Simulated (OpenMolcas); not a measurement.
**Mo⁵⁺ among point charges: CASSCF and CASPT2 levels and susceptibility**

How does a field of 3 point charges split the states of Mo⁵⁺, and what χT follows?

The numbers are computed with OpenMolcas 26.06 (state-averaged CASSCF and CASPT2, spin-orbit coupling by RASSI with atomic mean-field integrals), except any that are marked as measured or tabulated.

**1. The atom as given**

- Species: Mo⁵⁺ (molybdenum, Z = 42, 37 electrons)
- Basis: ANO-RCC-VDZP [6s5p3d1f], 43 functions
- Scalar Hamiltonian: DKH2, point nucleus
- Inactive shells: 1s 2s 2p 3s 3p 3d 4s 4p
- Active space: 1 electron in 5 orbitals (4d)
- Some configurations of this space: 4d
- Orbitals: optimised for each spin and parity, averaged over all roots

Outer shells as boxes (Hund's rule):

4d
```
4d [↑ ][  ][  ][  ][  ]
```

The ion sits among 3 point charges of -2 e arranged as a planar triangle (D3h), 2.2 Å from the ion.

The work runs as a chain of OpenMolcas steps in one folder; each step below is one input file. Labels, J, g values, rates, χT and fits are worked out afterwards by a script from the matrices that RASSI stores.

**2. One- and two-electron integrals**

a.inp reads:

```
&GATEWAY
Coord
1

Mo 0.0 0.0 0.0
Basis=ANO-RCC-VDZP
Group=NoSym
NoMove
AngMom=0.0 0.0 0.0
AMFI
XField
3 Angstrom 0
2.200000 0.000000 0.000000 -2.000000
-1.100000 1.905256 0.000000 -2.000000
-1.100000 -1.905256 0.000000 -2.000000
&SEWARD
```

Launch:

```
$ OMP_NUM_THREADS=1 MOLCAS_MEM=1689 MOLCAS_PROJECT=a pymolcas a.inp > a.log
```

**3. CASSCF: doublets, 5 roots**

a.inp reads:

```
&RASSCF
FileOrb=start.orb
Symmetry=1
Spin=2
nActEl=1 0 0
Inactive=18
Ras2=5
CIRoot=5 5 1
SDav=5
CIMx=300
Iter=120 100
PrWF=0.3
OrbListing=Nothing
MaxOrb=0
>>> COPY $Project.JobIph JOB001
```

start.orb holds the contracted functions of the basis, ordered by shell, or the orbitals of the step before.

**4. State interaction with spin-orbit coupling**

a.inp reads:

```
&RASSI
NrOfJobIphs=1 5
1 2 3 4 5
IphNames
JOB001
EJob
SpinOrbit
DIPRint=1.0
SOCoupling=1000.0
Subsets=2
Property=9
'ANGMOM' 1 'ANGMOM' 2 'ANGMOM' 3 'MLTPL  1' 1 'MLTPL  1' 2 'MLTPL  1' 3
'AMFI' 1 'AMFI' 2 'AMFI' 3
SOProperty=3
'ANGMOM' 1 'ANGMOM' 2 'ANGMOM' 3
```

**5. CASPT2: IPEA 0.25, imaginary shift 0.1 (closed shells correlated: 4s 4p)**

a.inp reads:

```
>>> COPY JOB001 $Project.JobIph
&CASPT2
Multistate=5 1 2 3 4 5
NoMult
Frozen=14
IPEA=0.25
Imaginary=0.1
MaxIter=60
WThr=0.0 0.3 0.05
PrWF=0.5
NoMix
```

(Steps that only read results are left out.)

**Question.** What will these runs give? Wanted: spin-free ground state; first state of the same spin within the active space; lowest level; next level.

As calculated:

```
                                            quantity                                                                        value
                                              method  SS-CASPT2, IPEA 0.25, imaginary shift 0.1 (closed shells correlated: 4s 4p)
                              spin-free ground state                                              2A1, 1-fold in its orbital part
first state of the same spin within the active space                                                              2E at 1810 cm⁻¹
                                        lowest level                                            2-fold E1/2, g = 0.68, 0.68, 1.47
                                          next level                                                                  2776.3 cm⁻¹
                                         χT at 300 K                                                               0.15 cm³ K/mol
                           effective moment at 300 K                                                                      1.11 μB
```

Cost by method:

| method | time of its own steps | time with the reference |
| --- | --- | --- |
| A. CASSCF | 3.3 s | 3.3 s |
| B. SS-CASPT2, IPEA 0.25, imaginary shift 0.1, +4s 4p | 1.5 s | 4.9 s |

Times are of one thread on a shared host.

In words: The spin-free ground state (2A1) comes to 100 % from free-ion D terms and keeps the highest spin of the shell. χT at 300 K is 0.15, against 0.38 cm³ K/mol for the spin alone, so orbital moment lowers it. CASPT2 does not keep the components of a term degenerate, and the means are used. The field of point charges can differ much from that of real complexes. This is an electrostatic model: the charges have no orbitals.
